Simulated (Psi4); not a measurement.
# SiCl2F (SMILES F[Si](Cl)Cl): UMN15/cc-pVDZ (sweep point 6)

Aim: a geometry optimisation of SiCl2F. 

The results are computed with Psi4 1.11.

4 further runs of the same task are left out: 1 that didn't finish, 3 set aside as unsound or not needed.

## Step 1: Starting point

The species is SiCl2F (4 atoms), meant as a doublet with charge 0. SMILES: `F[Si](Cl)Cl`. Geometry: relaxed at GFN2-xTB. The run starts from this shape.

Bond lengths: F1–Si2 1.619 Å, Si2–Cl3 2.009 Å, Si2–Cl4 2.009 Å. Angles: F1–Si2–Cl3 104.6°, F1–Si2–Cl4 104.6°, Cl3–Si2–Cl4 115.3°.

## Step 2: A geometry optimisation at UMN15/cc-pVDZ (sweep point 6)

Input file cl2fsi.dat:

```
memory 1.6 GB

molecule mol {
  0 2
  F      1.188320    -0.376450     0.907180
  Si     0.062910    -0.422220    -0.255610
  Cl    -1.686390    -0.399210     0.731740
  Cl     0.435160     1.197870    -1.383320
  units angstrom
  symmetry c1
}

set basis cc-pVDZ
set reference uks
set puream true
set scf_type pk
set dft_radial_points 99
set dft_spherical_points 590
set g_convergence gau_tight
set geom_maxiter 50
set maxiter 150

e = opt('mn15')
```

Started as:

```bash
$ psi4 cl2fsi.dat cl2fsi.out -n 1
```

What values should one expect? Wanted: total energy at the end; dipole moment; HOMO energy; LUMO energy; ⟨S²⟩.

**Answer.** As computed:

At UMN15/cc-pVDZ (sweep point 6):

| quantity | value |
| --- | --- |
| total energy at the end | -1309.41390 Eh |
| dipole moment | 1.21 D |
| HOMO energy (highest over α and β) | -7.60 eV |
| LUMO energy (lowest over α and β) | -2.98 eV |
| ⟨S²⟩ | 0.752 |

In words: At the final geometry: Bond lengths: F1–Si2 1.631 Å, Si2–Cl3 2.054 Å, Si2–Cl4 2.054 Å. Angles: F1–Si2–Cl3 107.3°, F1–Si2–Cl4 107.3°, Cl3–Si2–Cl4 110.0°. The optimisation took 6 steps and changed the energy by -0.071 eV.
